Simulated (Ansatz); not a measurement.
**CH₇BSn: small, medium and large basis sets**

How large a basis does CH₇BSn need? Two functionals are run in growing sets.

The runs use Ansatz 0.2.0, Gaussian basis; one geometry, several basis sets.

The runs, in order: PBE0-D4/def2-SVP; ωB97M-V/def2-SVP; PBE0-D4/def2-QZVPP; ωB97M-V/def2-QZVPP; the functionals' def2-TZVPP values are taken from earlier runs.

## (1) The geometry

An earlier PBE0-D4 in a triple-zeta def2 set relaxation fixed the geometry. Sn takes the def2 core potential; no spin-orbit term is included.

SMILES `[BH2][SnH2][CH3]`, 10 atoms, charge 0, spin multiplicity 1.

Atoms are counted from 1 here; the program's logs count them from 0.

Bond lengths: B1–Sn2 2.247 Å, B1–H4 1.195 Å, B1–H5 1.195 Å, Sn2–C3 2.146 Å, Sn2–H6 1.716 Å, Sn2–H7 1.717 Å, C3–H8 1.090 Å, C3–H9 1.090 Å, C3–H10 1.090 Å. Angles: Sn2–B1–H4 121.7°, Sn2–B1–H5 120.4°, H4–B1–H5 117.9°, B1–Sn2–C3 113.9°, B1–Sn2–H6 110.3°, B1–Sn2–H7 109.4°, C3–Sn2–H6 108.4°, C3–Sn2–H7 108.3°, H6–Sn2–H7 106.3°, Sn2–C3–H8 110.0°, Sn2–C3–H9 109.9°, Sn2–C3–H10 110.3°, H8–C3–H9 108.8°, H8–C3–H10 108.9°, H9–C3–H10 108.9°.

## (2) PBE0-D4 in def2-SVP

Contents of in.yaml:

```yaml
crystal:
  periodic: [false, false, false]
  atoms:
    - {symbol: B, position_ang: [-1.458931, 0.510162, -1.390056]}
    - {symbol: Sn, position_ang: [0.374172, 0.667925, -0.099393]}
    - {symbol: C, position_ang: [0.721651, -1.055515, 1.131373]}
    - {symbol: H, position_ang: [-2.120915, -0.484598, -1.422163]}
    - {symbol: H, position_ang: [-1.797397, 1.429016, -2.074550]}
    - {symbol: H, position_ang: [0.269578, 2.047060, 0.916445]}
    - {symbol: H, position_ang: [1.753256, 0.905792, -1.093783]}
    - {symbol: H, position_ang: [-0.119143, -1.205376, 1.809189]}
    - {symbol: H, position_ang: [0.830969, -1.942403, 0.506603]}
    - {symbol: H, position_ang: [1.629859, -0.923263, 1.719337]}
basis:
  gaussian: {orbitals: def2-SVP}
hamiltonian: {xc: pbe0, dispersion: d4}
output: {orbitals: {seedname: orbitals}}
```

The run is started by

```bash
> ansatz run in.yaml --threads 2 --pin off --events-out ev --progress --plain --max-ram 4352MiB
```

Further steps of the session: ωB97M-V in def2-SVP; PBE0-D4 in def2-QZVPP; ωB97M-V in def2-QZVPP.

Q: Predict the results of all the runs planned. Wanted: PBE0-D4: double and triple zeta above quadruple; ωB97M-V: double and triple zeta above quadruple.

The runs gave:

| quantity | value |
| --- | --- |
| PBE0-D4: double and triple zeta above quadruple | 2.46, 0.17 eV |
| ωB97M-V: double and triple zeta above quadruple | 2.69, 0.17 eV |

**Reading.** PBE0-D4 gains 2.29 eV from double to triple zeta, then 0.17 eV more. These are total energies; as a rule much of such shifts cancels in differences, which this series doesn't test.
